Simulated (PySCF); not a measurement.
**RbP (triplet): changing the method**

Aim: see what other levels and later steps give for RbP (triplet).

Program: PySCF 2.14.0. Level of theory: method and basis as typed in the scripts. These are calculated values, not measurements.

3 further runs of the same task are left out: 1 for a known fault of the program, 2 that didn't finish.

### 1 The system as given

RbP (triplet): 2 atoms, charge 0, spin multiplicity 3.

Bond lengths: Rb1–P2 2.812 Å.

### 2 Base script

File input.py:

```python
from pyscf import gto, scf

mol = gto.M(
    atom='Rb 0 0 0; P 0 0 2.812',
    basis='jorge-dzp',
    charge=0,
    spin=2,
    verbose=4,
)
mf = scf.UHF(mol)
mf.kernel()
mf.stability(internal=True, external=True)
mf.dip_moment()
print('orbital energies (hartree):', [e[max(0, n-3):n+3].round(4) for e, n in zip(mf.mo_energy, mol.nelec)])
```

On the command line:

```sh
> OMP_NUM_THREADS=1 python input.py
```

### 3 Slater, (UKS)

Edit 1 changes functional: none (Hartree–Fock) → slater,; SCF type: UHF → UKS; step after the SCF: stability → analyze.

File input.py:

```python
from pyscf import gto, dft

mol = gto.M(
    atom='Rb 0 0 0; P 0 0 2.812',
    basis='jorge-dzp',
    charge=0,
    spin=2,
    verbose=4,
)
mf = dft.UKS(mol, xc='slater,')
mf.kernel()
mf.analyze()
print('orbital energies (hartree):', [e[max(0, n-3):n+3].round(4) for e, n in zip(mf.mo_energy, mol.nelec)])
```

### 4 0.5*hf+0.5*b88,lyp (UKS)

Edit 2 changes functional: none (Hartree–Fock) → 0.5*hf+0.5*b88,lyp; SCF type: UHF → UKS; step after the SCF: stability → analyze.

File input.py:

```python
from pyscf import gto, dft

mol = gto.M(
    atom='Rb 0 0 0; P 0 0 2.812',
    basis='jorge-dzp',
    charge=0,
    spin=2,
    verbose=4,
)
mf = dft.UKS(mol, xc='0.5*hf+0.5*b88,lyp')
mf.kernel()
mf.analyze()
print('orbital energies (hartree):', [e[max(0, n-3):n+3].round(4) for e, n in zip(mf.mo_energy, mol.nelec)])
```

### 5 MP2

Edit 3 changes step after the SCF: stability → mp2.

Edit input.py of step 2 so:

```diff
@@ -1,2 +1,2 @@
-from pyscf import gto, scf
+from pyscf import gto, scf, mp
 
@@ -11,3 +11,3 @@
 mf.kernel()
-mf.stability(internal=True, external=True)
+mp.MP2(mf).kernel()
 mf.dip_moment()
```

### 6 Frequency run

Edit 4 changes step after the SCF: stability → frequency.

Edit input.py of step 2 so:

```diff
@@ -1,2 +1,3 @@
 from pyscf import gto, scf
+from pyscf.hessian import thermo
 
@@ -11,3 +12,4 @@
 mf.kernel()
-mf.stability(internal=True, external=True)
+hess = mf.Hessian().kernel()
+print('wavenumber (cm^-1) =', thermo.harmonic_analysis(mol, hess)['freq_wavenumber'].round(1))
 mf.dip_moment()
```

What does the calculation give? Wanted: for each run, E(SCF); from base; gap, α spin; SCF dipole; after the SCF.

The runs gave:

| run | E(SCF) (hartree) | from base (eV) | cycles | gap, α spin (eV) | SCF dipole (D) | after the SCF |
| --- | --- | --- | --- | --- | --- | --- |
| base | -3278.750884 | 0 | 11 | 5.73 | 10.67 | unstable: internal |
| slater, (UKS) (poor choice) | -3271.552042 | not comparable | 16 | 2.54 | 4.61 | n/a |
| 0.5*hf+0.5*b88,lyp (UKS) | -3281.138238 | not comparable | 10 | 3.45 | 10.16 | n/a |
| MP2 | -3278.750884 | 0.0000 | 11 | 5.73 | 10.67 | MP2 correlation -8.999 eV |
| frequency run | -3278.750884 | 0.0000 | 11 | 5.73 | 10.67 | highest mode 274 cm⁻¹ |

**Reading.** Total energies of different functionals can't be compared with each other; differences within one functional can. The dearest run is “frequency run”, at 20 s against 3.4 s. Rows marked «poor choice» come from settings spoiled on purpose.
